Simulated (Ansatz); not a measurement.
# CH4AlBOS: small, medium and large basis sets

The task here is to estimate one member of a computed series from the others.

Program: Ansatz 0.2.0, Gaussian basis. Level of theory: one geometry, several basis sets. These are calculated values, not measurements.

Levels to be run: PBE0-D4/def2-SVP; ωB97M-V/def2-SVP; PBE0-D4/def2-QZVPP; ωB97M-V/def2-QZVPP; the functionals' def2-TZVPP values are taken from earlier runs.

## The relaxed structure

All runs share one geometry, relaxed beforehand with PBE0-D4 in a triple-zeta def2 set.

9 atoms, charge 0, spin multiplicity 1.

Atoms are counted from 1 here; the program's logs count them from 0.

Bond lengths: B1–C2 1.550 Å, B1–H6 1.191 Å, B1–H7 1.191 Å, C2–O3 1.268 Å, C2–S4 1.705 Å, O3–Al5 1.885 Å, S4–Al5 2.395 Å, Al5–H8 1.580 Å, Al5–H9 1.580 Å. Angles: C2–B1–H6 118.9°, C2–B1–H7 118.9°, H6–B1–H7 122.1°, B1–C2–O3 128.2°, B1–C2–S4 112.7°, O3–C2–S4 119.1°, C2–O3–Al5 98.2°, C2–S4–Al5 69.9°, O3–Al5–S4 72.8°, O3–Al5–H8 111.4°, O3–Al5–H9 111.4°, S4–Al5–H8 112.2°, S4–Al5–H9 112.2°, H8–Al5–H9 125.1°.

The first run:

Contents of in.yaml:

```yaml
crystal:
  periodic: [false, false, false]
  atoms:
    - {symbol: B, position_ang: [-0.924973, 0.690334, 1.662976]}
    - {symbol: C, position_ang: [-0.228234, 0.141154, 0.391539]}
    - {symbol: O, position_ang: [-0.563360, -0.855353, -0.317960]}
    - {symbol: S, position_ang: [1.151808, 1.043017, -0.044725]}
    - {symbol: Al, position_ang: [0.818973, -0.751962, -1.595307]}
    - {symbol: H, position_ang: [-1.752829, 1.538561, 1.544829]}
    - {symbol: H, position_ang: [-0.564310, 0.302885, 2.730004]}
    - {symbol: H, position_ang: [0.278132, -0.242838, -2.989605]}
    - {symbol: H, position_ang: [1.873294, -1.911998, -1.398950]}
basis:
  gaussian: {orbitals: def2-SVP}
hamiltonian: {xc: pbe0, dispersion: d4}
output: {orbitals: {seedname: orbitals}}
```

Command:

```
> ansatz run in.yaml --threads 2 --pin off --events-out ev --progress --plain --max-ram 4352MiB
```

Steps of the session up to this table: PBE0-D4 in def2-SVP; ωB97M-V in def2-SVP; PBE0-D4 in def2-QZVPP; ωB97M-V in def2-QZVPP.

One of the session's tables, all rows but one given; the rest of the session is left out.

It belongs to the step «Functionals by basis». 

```
functional       basis  HOMO (eV)  LUMO (eV)
   PBE0-D4    def2-SVP      -8.10      -2.54
   PBE0-D4  def2-TZVPP      -8.12      -2.58
   PBE0-D4  def2-QZVPP      -8.14      -2.59
   ωB97M-V    def2-SVP     -10.16      -0.51
   ωB97M-V  def2-TZVPP     -10.24      -0.65
   ωB97M-V  def2-QZVPP          ?          ?
```

Estimate the missing values for ωB97M-V, def2-QZVPP.

**Answer.** HOMO (eV): -10.26; LUMO (eV): -0.69. In the column «HOMO (eV)» it is the lowest.
